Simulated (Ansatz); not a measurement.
What does this script print? It uses Ansatz's Python interface.

The script reads `geh3o3.xyz`:
```text
7

O    -1.39200    0.89310    0.17880
Ge    0.22470    0.29460    0.09750
O     0.70710   -0.20660    1.72230
O     0.35750   -1.09930   -1.00820
H    -1.61710    1.25740   -0.76820
H     1.68250   -0.47420    1.62450
H     0.09850   -0.73300   -1.89240
```

`geh3o3_scan.py`:
```python
import ansatz as az
import matplotlib.pyplot as plt
import numpy as np

BASIS = "def2-SVP"
XC = "cam_b3lyp"


def main() -> None:
    mol = az.Crystal.molecule_from_extxyz("geh3o3.xyz")

    symbols = [site.symbol for site in mol.cartesian_sites]
    start = np.array([site.position_ang for site in mol.cartesian_sites])
    axis = (start[5] - start[2]) / np.linalg.norm(start[5] - start[2])
    moving = [5]
    lengths, energies = [0.86, 0.93, 1.02, 1.12, 1.27, 1.52, 1.83, 2.24], []
    for length in lengths:
        xyz = start.copy()
        xyz[moving] += (length - np.linalg.norm(start[5] - start[2])) * axis
        point = az.Crystal.molecule()
        for symbol, place in zip(symbols, xyz):
            point = point.atom(symbol, place.tolist())
        base = point.calculation().basis(gaussian=BASIS).functional(XC).spin("collinear", total=1)
        summary = base.run(threads=1).report
        energies.append(summary["free_energy_ev"])
        print(f"r = {length:6.3f} A  E = {energies[-1]:.5f} eV  <S^2> = {abs(summary['mean_field']['state']['spin_squared']):.3f}")

    print("energy above the lowest point (eV):", [round(e - min(energies), 3) for e in energies])
    plt.figure(figsize=(4.5, 3))
    plt.plot(lengths, np.array(energies) - min(energies), "o-")
    plt.xlabel("bond length (A)")
    plt.ylabel("E - E(min) (eV)")
    plt.tight_layout()
    plt.savefig("scan.png", dpi=100)


if __name__ == "__main__":
    main()
```

Running `python geh3o3_scan.py` prints:
```text
r =  0.860 A  E = -62697.50481 eV  <S^2> = 0.754
r =  0.930 A  E = -62697.85370 eV  <S^2> = 0.754
r =  1.020 A  E = -62697.83287 eV  <S^2> = 0.754
r =  1.120 A  E = -62697.46682 eV  <S^2> = 0.754
r =  1.270 A  E = -62696.62506 eV  <S^2> = 0.755
r =  1.520 A  E = -62695.09231 eV  <S^2> = 0.762
r =  1.830 A  E = -62693.68410 eV  <S^2> = 1.153
r =  2.240 A  E = -62693.28405 eV  <S^2> = 1.165
energy above the lowest point (eV): [0.349, 0.0, 0.021, 0.387, 1.229, 2.761, 4.17, 4.57]
```

Reading the output:
- Total energies depend on the basis set; only differences at equal settings carry meaning.
- The rest of the molecule is held rigid at a force-field or estimated start geometry, and the basis set is modest; single-reference methods fail as a bond breaks.
- The species is open-shell (spin multiplicity 2).
- The expectation value of S² is noticeably off S(S+1) in at least one run, so that state is spin-contaminated.
- The whole script took 98 s on 1 thread of Arm Neoverse V1, with other jobs on the host, peak memory 0.42 GiB.

(Lines on the test bed's own set-up are left out of the output.)
